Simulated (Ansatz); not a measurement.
**C₂H₇AlFN: a ladder of functionals and wavefunction methods**

How much do the methods differ for C₂H₇AlFN? The plan is to run it at one geometry with functionals of several rungs and with coupled cluster, and see how far each lands from CCSD(T) at the basis-set limit for the atomisation energy.

Method: functionals in def2-TZVPP, the program's frozen cores in correlated methods; program: Ansatz 0.2.0, Gaussian basis.

The runs, in order: LDA (SPW92), PBE-D4, revPBE-D4, BLYP-D4, r2SCAN-D4, B97M-V, PBE0-D4, B3LYP-D4, r2SCANh-D4, r2SCAN0-D4, HSE06-D4, BHLYP-D4, CAM-B3LYP-D4, LC-ωPBE, ωB97X-V, ωB97M-V, B2PLYP, PBE-QIDH; CCSD(T)/def2-SVP; CCSD(T)/def2-TZVPP; MP2/def2-QZVPP; extrapolation to the limit; RPA on PBE.

**1. The relaxed structure**

The geometry comes from an earlier relaxation with PBE0-D4 in a triple-zeta def2 set; it is a stationary point, not always the lowest conformer.

12 atoms, charge 0, spin multiplicity 1.

Atoms are counted from 1 here; the program's logs count them from 0.

Bond lengths: C1–N2 1.447 Å, C1–H6 1.097 Å, C1–H7 1.097 Å, C1–H8 1.093 Å, N2–Al3 1.763 Å, N2–H9 1.009 Å, Al3–C4 1.937 Å, Al3–F5 1.656 Å, C4–H10 1.094 Å, C4–H11 1.092 Å, C4–H12 1.094 Å. Angles: N2–C1–H6 112.4°, N2–C1–H7 112.4°, N2–C1–H8 110.1°, H6–C1–H7 107.6°, H6–C1–H8 107.0°, H7–C1–H8 107.0°, C1–N2–Al3 128.8°, C1–N2–H9 112.1°, Al3–N2–H9 119.1°, N2–Al3–C4 124.6°, N2–Al3–F5 115.4°, C4–Al3–F5 119.9°, Al3–C4–H10 110.8°, Al3–C4–H11 112.5°, Al3–C4–H12 110.9°, H10–C4–H11 107.8°, H10–C4–H12 106.7°, H11–C4–H12 107.8°.

**2. LDA**

This LDA is Slater exchange with PW92 correlation.

in.yaml

```yaml
crystal:
  periodic: [false, false, false]
  atoms:
    - {symbol: C, position_ang: [-1.782808, 0.362846, -0.472647]}
    - {symbol: N, position_ang: [-0.483618, 0.474506, -1.099243]}
    - {symbol: Al, position_ang: [1.099092, 0.058233, -0.443529]}
    - {symbol: C, position_ang: [1.401202, -0.662856, 1.329109]}
    - {symbol: F, position_ang: [2.381312, 0.322499, -1.458291]}
    - {symbol: H, position_ang: [-2.288047, 1.331797, -0.381309]}
    - {symbol: H, position_ang: [-2.453813, -0.311787, -1.017756]}
    - {symbol: H, position_ang: [-1.679107, -0.039139, 0.538333]}
    - {symbol: H, position_ang: [-0.545143, 0.845300, -2.035833]}
    - {symbol: H, position_ang: [1.877304, -1.646175, 1.273376]}
    - {symbol: H, position_ang: [0.476021, -0.771656, 1.899805]}
    - {symbol: H, position_ang: [2.074506, -0.018668, 1.901984]}
basis:
  gaussian: {orbitals: def2-TZVPP}
hamiltonian: {xc: lda}
output: {orbitals: {seedname: orbitals}}
```

The runs that follow: PBE-D4 (GGA); revPBE-D4 (GGA); BLYP-D4 (GGA); r2SCAN-D4 (meta-GGA); B97M-V (meta-GGA); PBE0-D4 (hybrid); B3LYP-D4 (hybrid); r2SCANh-D4 (hybrid); r2SCAN0-D4 (hybrid); HSE06-D4 (hybrid); BHLYP-D4 (hybrid); CAM-B3LYP-D4 (range-separated); LC-ωPBE (range-separated); ωB97X-V (range-separated); ωB97M-V (range-separated); B2PLYP (double hybrid); PBE-QIDH (double hybrid); CCSD(T) in def2-SVP; CCSD(T) in def2-TZVPP; MP2 in def2-QZVPP; RPA on PBE orbitals.

**Question.** What will the summary of the whole plan be? Wanted: atomisation energy, CCSD(T)/CBS; farthest beyond LDA; mean size of error, GGA; mean size of error, meta-GGA; mean size of error, hybrid; mean size of error, range-separated; mean size of error, double hybrid; gap, smallest and largest; T1 diagnostic.

The runs gave:

```
                               quantity                                                                                             value
        atomisation energy, CCSD(T)/CBS                                                                                         47.054 eV
    functionals within 0.235 eV (0.5 %)  BLYP-D4, r2SCAN-D4, B97M-V, PBE0-D4, B3LYP-D4, HSE06-D4, CAM-B3LYP-D4, LC-ωPBE, ωB97X-V, ωB97M-V
                    farthest beyond LDA                                                                              BHLYP-D4 (-1.298 eV)
                mean size of error, GGA                                                                                          0.420 eV
           mean size of error, meta-GGA                                                                                          0.050 eV
             mean size of error, hybrid                                                                                          0.468 eV
    mean size of error, range-separated                                                                                          0.101 eV
      mean size of error, double hybrid                                                                                          0.478 eV
              gap, smallest and largest                                                             4.68 eV (BLYP-D4), 11.77 eV (LC-ωPBE)
                          T1 diagnostic                                                                                            0.0110
triples share of the correlation energy                                                                                             3.4 %
```

**Reading.** The LDA atomisation energy is off by 6.020 eV (13 %): it overbinds. PBE-D4 misses by +0.552 eV. Double hybrids carry the basis error of their MP2 part in triple zeta, and no dispersion term here, so their miss is partly the set-up's. The rungs meta-GGA, range-separated miss on average by less than the doubt on the reference (0.235 eV), so they tie. The reference freezes the cores and leaves out relativity and excitations past (T), so misses under about 0.235 eV can't be ranked. Hartree-Fock recovers 74 % of the binding; the rest is correlation. CCSD(T) in def2-SVP is off by -2.575 eV, so the small basis spoils what the method gains. Orbital gaps span 4.7 to 11.8 eV; exact exchange widens them.
